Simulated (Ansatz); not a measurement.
# BH2SF (SMILES FBS): MP2/def2-SVPD

Aim: the electronic atomisation energy of BH2SF at MP2/def2-SVPD, from 5 runs. 

The calculation is run with Ansatz 0.2.0.

59 further runs of the same task are left out: 59 set aside as unsound or not needed.

### Step 1. The system as given

BH2SF: 5 atoms, total charge 0, spin state singlet. As SMILES, `FBS`. Geometry: relaxed at PBE0-D4/def2-TZVP. This is one conformer, not always the lowest.

Bond lengths: F1–B2 1.322 Å, B2–S3 1.794 Å, B2–H4 1.194 Å, S3–H5 1.342 Å. Angles: F1–B2–S3 117.9°, F1–B2–H4 119.5°, S3–B2–H4 122.6°, B2–S3–H5 94.9°.

### Step 2. The energy at MP2/def2-SVPD

The input, run.yaml:

```yaml
crystal:
  periodic: [false, false, false]
  atoms:
    - symbol: F
      position_ang: [-1.119100, -0.905900, -1.069200]
    - symbol: B
      position_ang: [-0.412800, -0.339100, -0.106100]
    - symbol: S
      position_ang: [0.972400, 0.698600, -0.579400]
    - symbol: H
      position_ang: [-0.712000, -0.530900, 1.033700]
    - symbol: H
      position_ang: [1.321400, 1.003700, 0.679600]
basis:
  gaussian:
    orbitals: def2-SVPD
correlation:
  method: mp2
  frozen_orbitals: {B: 1, F: 1, H: 0, S: 5}
accuracy: high
```

On the command line:

```bash
$ ansatz run run.yaml --threads 1 --pin off --max-ram 2610MiB --events-out events.jsonl --progress --plain --runs-dir runs
```

Log:

```text
Warning: RAYON_NUM_THREADS=1 ignored (pool sized by the plan → 1); use --threads N
Functional definition: HF
  name "HF"
  exchange = exact_x
  correlation = 0
1673 factors; integrals over basis functions are off by at most 3.4e-9 eV
mean field evaluation 1: about -14221.4463 eV, gradient 2.5e1 eV
mean field evaluation 2: about -14221.4493 eV, gradient 2.5e1 eV
mean field evaluation 4: about -14222.9940 eV, gradient 2.5e0 eV
mean field evaluation 8: about -14223.0229 eV, gradient 2.4e-4 eV
mean field -14223.02286628 eV, -522.6864496246 hartree, gradient 1.2e-8 eV, S^2 0.000000; 0 other end points of the search recorded, 0 dependent functions left out
7 core orbitals not correlated: weight in the atoms' cores, before any rotation towards them, 1.000 or more for the frozen orbitals, at most 0.000 for the correlated occupied ones
reference -14223.02286628 eV, -522.6864496246 hartree; 9, 9 occupied and 70, 70 virtual orbitals, 1673 factors
second order -11.45698583 eV of doubles, -0.00000000 eV of singles
Total energy: -14234.47985210 eV, -523.1074860879 hartree
```

It took 2.5 s on 1 thread of Arm Neoverse V1, shared host; peak memory 0.17 GiB.

### Step 3. The B atom at the same level

The input, input.yaml:

```yaml
crystal:
  periodic: [false, false, false]
  atoms:
    - symbol: B
      position_ang: [0.000000, 0.000000, 0.000000]
basis:
  gaussian:
    orbitals: def2-SVPD
correlation:
  method: mp2
  frozen_orbitals: {B: 1}
total_charge: 0
magnetization:
  spin_polarized: true
  initial_magnetization: 1
accuracy: high
```

Run the same way, it converges to -24.53858 Eh (log not shown).

### Step 4. The F atom

The input, in.yaml:

```yaml
basis:
  gaussian: {orbitals: def2-SVPD}
crystal:
  periodic: [false, false, false]
  atoms:
    - {symbol: F, position_ang: [0.000000, 0.000000, 0.000000]}
correlation: {method: mp2, frozen_orbitals: {F: 1}}
accuracy: high
magnetization: {spin_polarized: true, initial_magnetization: 1}
```

Run the same way, it converges to -99.43573 Eh (log not shown).

### Step 5. The H atom: a single-point energy at UHF/def2-SVPD

The input, in.yaml:

```yaml
basis:
  gaussian:
    orbitals: def2-SVPD
crystal:
  periodic: [false, false, false]
  atoms:
    - {symbol: H, position_ang: [0.000000, 0.000000, 0.000000]}
magnetization:
  spin_polarized: true
  initial_magnetization: 1
hamiltonian:
  xc: hf
accuracy: high
```

Run the same way, it converges to -0.49928 Eh (log not shown).

### Step 6. The S atom at the same level

The input, job.yaml:

```yaml
basis:
  gaussian:
    orbitals: def2-SVPD
crystal:
  periodic: [false, false, false]
  atoms:
    - {symbol: S, position_ang: [0.000000, 0.000000, 0.000000]}
magnetization:
  spin_polarized: true
  initial_magnetization: 2
correlation:
  method: mp2
  frozen_orbitals: {S: 5}
accuracy: high
```

Run the same way, it converges to -397.46126 Eh (log not shown).

### Step 7. What came out

At MP2/def2-SVPD, 7 core orbitals frozen:

| quantity | value |
| --- | --- |
| molecule: total energy | -523.10749 Eh |
| molecule: correlation energy (7 core orbitals frozen) | -421.0 mEh |
| B atom: total energy | -24.53858 Eh |
| B atom: correlation energy (1 core orbital frozen) | -37.2 mEh |
| B atom: ⟨S²⟩ of the reference determinant | 0.760 |
| F atom: total energy | -99.43573 Eh |
| F atom: correlation energy (1 core orbital frozen) | -146.1 mEh |
| F atom: ⟨S²⟩ of the reference determinant | 0.754 |
| H atom: total energy | -0.49928 Eh |
| H atom: ⟨S²⟩ | 0.750 |
| S atom: total energy | -397.46126 Eh |
| S atom: correlation energy (5 core orbitals frozen) | -89.8 mEh |
| S atom: ⟨S²⟩ of the reference determinant | 2.009 |
| electronic atomisation energy | 18.323 eV |

Taking the molecule apart into free atoms costs 18.32 eV (1768 kJ/mol), before zero-point energy and without spin-orbit coupling.
